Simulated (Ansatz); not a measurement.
# Yb4ScTl: the cost of one run

Computed with Ansatz 0.2.0 (DFT PBE, scalar-relativistic, plane waves, PAW, unless a step names another level, unless a step's input says otherwise).

1 further run of the same task is left out (it didn't finish).

**1. The structure to begin with**

The structure is trigonal, space group P-3m1 (No. 164). Conventional cell: a = 3.618 Å, b = 3.618 Å, c = 16.712 Å, α = 90.00°, β = 90.00°, γ = 120.00°. Yb (site symmetry 3m) has 3 Sc at 3.43 Å and 9 Yb at 3.62 to 3.73 Å as nearest neighbours. Around Yb (site symmetry 3m) lie 3 Tl at 3.30 Å and 9 Yb at 3.62 to 3.73 Å. Sc (site symmetry -3m) is surrounded by 6 Yb at 3.43 Å and 6 Sc at 3.62 Å. Tl (site symmetry -3m) is surrounded by 6 Yb at 3.30 Å and 6 Tl at 3.62 Å.

Structure file:

```
CELL_PARAMETERS angstrom
3.61761 0.00000 0.00000
-1.80881 3.13295 0.00000
0.00000 0.00000 16.71232
ATOMIC_POSITIONS crystal
Yb 0.33333 0.66667 0.83731
Yb 0.33333 0.66667 0.34737
Yb 0.66667 0.33333 0.65263
Yb 0.66667 0.33333 0.16269
Sc 0.00000 0.00000 0.00000
Tl 0.00000 0.00000 0.50000
```

It came out lowest among 15 distinct ends of the trial cells. At a tolerance of 0.05 Å it has space group P-3m1 (No. 164). Site moments: 0.0 0.0 0.0 0.0 0.4 0.0 μB.

**2. Bands, states and charges**

The input, input.yaml:

```yaml
crystal:
  lattice:
    - [3.6176143218, 0.0, 0.0]
    - [-1.8088071609, 3.1329459037, 0.0]
    - [0.0, 0.0, 16.7123210983]
  atoms:
    - { symbol: Yb, position: [0.3333333333, 0.6666666667, 0.8373059908] }
    - { symbol: Yb, position: [0.3333333333, 0.6666666667, 0.3473732083] }
    - { symbol: Yb, position: [0.6666666667, 0.3333333333, 0.6526267917] }
    - { symbol: Yb, position: [0.6666666667, 0.3333333333, 0.1626940092] }
    - { symbol: Sc, position: [0.0, 0.0, 0.0], spin: 0.4 }
    - { symbol: Tl, position: [0.0, 0.0, 0.5] }
basis:
  ecutwfc: 420
kpoints:
  mp_grid: { grid: [12, 12, 2] }
  band_path:
    path:
      - [[0.0, 0.0, 0.0], [0.5, 0.0, 0.0], [0.33333333, 0.33333333, 0.0], [0.0, 0.0, 0.0], [0.0, 0.0, 0.5], [0.5, 0.0, 0.5], [0.33333333, 0.33333333, 0.5], [0.0, 0.0, 0.5]]
      - [[0.5, 0.0, 0.5], [0.5, 0.0, 0.0]]
      - [[0.33333333, 0.33333333, 0.5], [0.33333333, 0.33333333, 0.0]]
    npoints: 14
hamiltonian:
  xc: pbe
scf:
  occupations: { method: gaussian, width: 0.1 }
  n_extra_bands: 15
output:
  forces: true
  stress: true
  eigenvalues: true
  populations: true
  dos: { projected: true, de: 0.02, nscf_kmesh: { grid: [15, 15, 3] } }
  bader: true
  write_density: true
  write_potential: true
  elf: true
  volumetric_format: npy
magnetization:
  spin_polarized: true
checkpoint:
  read: start.run
  write: ck
  compress: false
  write_wavefunctions: false
  write_every: 100000
```

On the command line:

```bash
> ansatz run input.yaml --threads 1 --pin off --max-ram 2560MiB --backend cpu --events-out ev --progress --plain --runs-dir out
```

What time and memory should one allow on 1 thread of Arm Neoverse V1, shared host?

About 5.3 min, with a peak of 1.7 GiB.
